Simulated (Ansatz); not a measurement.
**Cl2FH3Si2: basis-set convergence**

Aim: see how fast density functionals converge with the basis set for Cl2FH3Si2.

Computed with Ansatz 0.2.0, Gaussian basis. Level: one geometry, several basis sets.

Levels to be run: PBE0-D4/def2-SVP; ωB97M-V/def2-SVP; PBE0-D4/def2-QZVPP; ωB97M-V/def2-QZVPP; the functionals' def2-TZVPP values are taken from earlier runs.

### 1 The geometry

An earlier PBE0-D4 in a triple-zeta def2 set relaxation fixed the geometry.

SMILES `F[SiH2][SiH](Cl)Cl`, 8 atoms, charge 0, spin multiplicity 1.

Atoms are counted from 1 here; the program's logs count them from 0.

Bond lengths: F1–Si2 1.602 Å, Si2–Si3 2.343 Å, Si2–H6 1.483 Å, Si2–H7 1.485 Å, Si3–Cl4 2.048 Å, Si3–Cl5 2.054 Å, Si3–H8 1.480 Å. Angles: F1–Si2–Si3 110.0°, F1–Si2–H6 108.8°, F1–Si2–H7 108.3°, Si3–Si2–H6 109.2°, Si3–Si2–H7 110.0°, H6–Si2–H7 110.5°, Si2–Si3–Cl4 110.0°, Si2–Si3–Cl5 105.5°, Si2–Si3–H8 116.3°, Cl4–Si3–Cl5 109.8°, Cl4–Si3–H8 107.5°, Cl5–Si3–H8 107.7°.

### 2 PBE0-D4 in def2-SVP

Contents of in.yaml:

```yaml
crystal:
  periodic: [false, false, false]
  atoms:
    - {symbol: F, position_ang: [-1.637672, 0.864270, -1.425267]}
    - {symbol: Si, position_ang: [-0.295564, 1.031400, -0.566249]}
    - {symbol: Si, position_ang: [0.312969, -1.025541, 0.376644]}
    - {symbol: Cl, position_ang: [-1.157554, -1.677164, 1.644398]}
    - {symbol: Cl, position_ang: [2.031719, -0.654255, 1.437692]}
    - {symbol: H, position_ang: [-0.541471, 2.011649, 0.519463]}
    - {symbol: H, position_ang: [0.779482, 1.515310, -1.468425]}
    - {symbol: H, position_ang: [0.600190, -2.122770, -0.574057]}
basis:
  gaussian: {orbitals: def2-SVP}
hamiltonian: {xc: pbe0, dispersion: d4}
output: {orbitals: {seedname: orbitals}}
```

Command:

```bash
> ansatz run in.yaml --threads 4 --pin off --events-out ev --progress --plain --max-ram 10444MiB
```

The runs that follow: ωB97M-V in def2-SVP; PBE0-D4 in def2-QZVPP; ωB97M-V in def2-QZVPP.

**Question.** What will the summary of the whole plan be? Wanted: PBE0-D4: double and triple zeta above quadruple; ωB97M-V: double and triple zeta above quadruple.

The runs gave:

```
                                       quantity           value
PBE0-D4: double and triple zeta above quadruple  19.37, 1.43 eV
ωB97M-V: double and triple zeta above quadruple  19.28, 1.35 eV
```

**Reading.** PBE0-D4 gains 17.94 eV from double to triple zeta, then 1.43 eV more. These are total energies; as a rule much of such shifts cancels in differences, which this series doesn't test. The LUMO of ωB97M-V is positive and keeps falling with the basis (1.01 to 0.43 eV): an unbound level that the basis holds in place.
